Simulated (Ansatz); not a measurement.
Write a Python script for Ansatz's Python interface that makes a rigid scan of one bond angle of FGeH₅OSi, SMILES O[SiH](F)[GeH3]. Settings (for the species named): r2scan0, def2-SVP basis, multiplicity 1.

```csv
atom,x (Å),y (Å),z (Å)
O,-0.6690,1.0713,1.6207
Si,-0.6398,0.7953,-0.0763
F,-0.1506,2.1855,-0.8981
Ge,0.9333,-0.9131,-0.4684
H,-1.0630,0.2705,1.9870
H,-1.9668,0.4278,-0.5698
H,0.9567,-1.2087,-1.9823
H,0.4219,-2.1784,0.2760
H,2.2657,-0.4964,0.0942
```

`bend_fgeh5osi.py`
```python
"""Energy of FGeH5OSi against one bond angle."""

import logging
import sys

import ansatz as az
from ase import Atoms

logging.basicConfig(stream=sys.stdout, format="%(levelname)s:%(name)s:%(message)s")
log = logging.getLogger("run")
log.setLevel(logging.INFO)


def main() -> None:
    atoms = Atoms(["O", "Si", "F", "Ge", "H", "H", "H", "H", "H"], positions=[
        (-0.669, 1.0713, 1.6207),
        (-0.6398, 0.7953, -0.0763),
        (-0.1506, 2.1855, -0.8981),
        (0.9333, -0.9131, -0.4684),
        (-1.063, 0.2705, 1.987),
        (-1.9668, 0.4278, -0.5698),
        (0.9567, -1.2087, -1.9823),
        (0.4219, -2.1784, 0.276),
        (2.2657, -0.4964, 0.0942),
    ])

    # start the scan from a relaxed geometry
    first = (
        az.Crystal.molecule_from_ase(atoms).calculation()
        .basis(gaussian="def2-SVP")
        .functional("R2SCAN0")
        .relax(force_tolerance=0.02, max_steps=80)
    )
    atoms.positions = first.run(threads=1).report["positions_ang"]

    rows = []
    for angle in [90, 100, 110, 120, 135, 150, 165, 179]:
        bent = atoms.copy()
        bent.set_angle(1, 0, 4, angle, indices=[4])
        setup = (
            az.Crystal.molecule_from_ase(bent).calculation()
            .basis(gaussian="def2-SVP")
            .functional("R2SCAN0")
        )
        rows.append((angle, setup.run(threads=1).report["free_energy_ev"]))
    floor = min(e for _, e in rows)
    for angle, e in rows:
        log.info(f"angle Si1-O0-H4 = {angle:3d} deg   {1000 * (e - floor):9.1f} meV")


if __name__ == "__main__":
    main()
```

```console
$ python bend_fgeh5osi.py
INFO:run:angle Si1-O0-H4 =  90 deg       361.0 meV
INFO:run:angle Si1-O0-H4 = 100 deg       137.4 meV
INFO:run:angle Si1-O0-H4 = 110 deg        27.0 meV
INFO:run:angle Si1-O0-H4 = 120 deg         0.0 meV
INFO:run:angle Si1-O0-H4 = 135 deg        60.7 meV
INFO:run:angle Si1-O0-H4 = 150 deg       176.4 meV
INFO:run:angle Si1-O0-H4 = 165 deg       283.3 meV
INFO:run:angle Si1-O0-H4 = 179 deg       334.6 meV
```

The scan is rigid, and the energies are electronic, in a modest basis. The zero is the lowest point of the grid, which needn't be the minimum. Finished in 94 s on 1 thread of AMD EPYC 9R45 (Zen 5) (shared host), peak memory 0.33 GiB.
